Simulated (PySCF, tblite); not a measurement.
# C5H9BrSi: geometry, infrared bands and NMR shifts

What infrared bands and NMR shifts should C5H9BrSi (`C=C1CC([SiH2]Br)C1`) show?

The runs use tblite 0.8.0 and PySCF 2.14.0, with density-fitted response routines of our own; the level of theory stands in each step. All values are computed, except where a source is named. Atoms are numbered from 0 throughout.

## 1. The starting structure

16 atoms, charge 0, multiplicity 1; geometry from: force field or distance geometry start.

Bonds of the start (Å): C0–C1 1.34, C1–C2 1.50, C2–C3 1.54, C3–Si4 1.91, Si4–Br5 2.21, C3–C6 1.55, C6–C1 1.51, C0–H7 1.09, C0–H8 1.08, C2–H9 1.10, C2–H10 1.09, C3–H11 1.11, Si4–H12 1.48, Si4–H13 1.48, C6–H14 1.09, C6–H15 1.08.

## 2. Geometry optimisation with GFN2-xTB

What the job is given:

```
{"job": {"kind": "relax", "xc": "GFN2-xTB", "basis": "xTB"}, "charge": 0, "multiplicity": 1}
C      2.615500     0.398500    -0.690100
C      1.313600     0.228200    -0.401200
C      0.208900     1.167700    -0.003600
C     -0.460100    -0.095400     0.567000
Si    -2.339700    -0.250900     0.276500
Br    -3.029000    -2.249700     0.929000
C      0.427700    -0.997500    -0.325600
H      3.050400     1.398400    -0.674300
H      3.240400    -0.448000    -0.943600
H     -0.311900     1.650300    -0.847000
H      0.431200     1.934800     0.738500
H     -0.250200    -0.237100     1.648000
H     -2.663500    -0.087800    -1.162100
H     -3.071200     0.785100     1.035200
H      0.830500    -1.872200     0.188700
H     -0.000100    -1.315500    -1.269400
```

The run is started by

```console
> OMP_NUM_THREADS=1 python probes_run.py task.json out
```

One launch serves the whole session: the jobs run in the order shown.

**Question.** This job is followed by: GFN2-xTB harmonic vibrations, gas phase; GIAO PBE0/pcSseg-1 NMR shielding, non-relativistic, gas phase. Predict these results of the whole session: strongest single infrared mode (GFN2-xTB); zero-point energy (GFN2-xTB); 13C shifts against TMS (PBE0/pcSseg-1, means over atoms taken as alike); 1H shifts against TMS (PBE0/pcSseg-1, means over atoms taken as alike); 29Si shifts against TMS (PBE0/pcSseg-1); 79Br shifts against HBr (PBE0/pcSseg-1).

**Answer**, as computed:

```
                                                               quantity                             value
                              strongest single infrared mode (GFN2-xTB)             2319 cm⁻¹, 330 km/mol
                                           zero-point energy (GFN2-xTB)                     76.0 kcal/mol
13C shifts against TMS (PBE0/pcSseg-1, means over atoms taken as alike)      154.7, 116.3, 33.2, 16.4 ppm
 1H shifts against TMS (PBE0/pcSseg-1, means over atoms taken as alike)  5.33, 5.13, 3.21, 2.66, 2.11 ppm
                                29Si shifts against TMS (PBE0/pcSseg-1)                         -10.9 ppm
                                79Br shifts against HBr (PBE0/pcSseg-1)                          -170 ppm
```

Over 81 steps the energy fell by 0.232 eV; of the close pairs, C0–C1 changed most, 1.344 to 1.316 Å. No mode is imaginary among the 42: a minimum at this level. The strongest single mode, at 2319 cm⁻¹, moves mainly H12 and H13. GFN2-xTB is a fitted tight-binding method: band positions and strengths are rough. Its intensities can rank the bands wrongly. C1 (fully substituted alkene carbon) lies farthest downfield among carbon, at 154.7 ppm; an sp2 carbon of a C=C bond. The most deshielded hydrogen is H7, H8 (mean) (hydrogen on a terminal =CH2 carbon), at 5.33 ppm: a vinylic proton, deshielded by the sp2 carbon and the C=C anisotropy. At PBE0/pcSseg-1: Shielding is most anisotropic at Br5 (span 269 ppm, paramagnetic term -332 ppm). Spin-orbit coupling is left out, which matters for shieldings and couplings at and beside the heavy atoms.
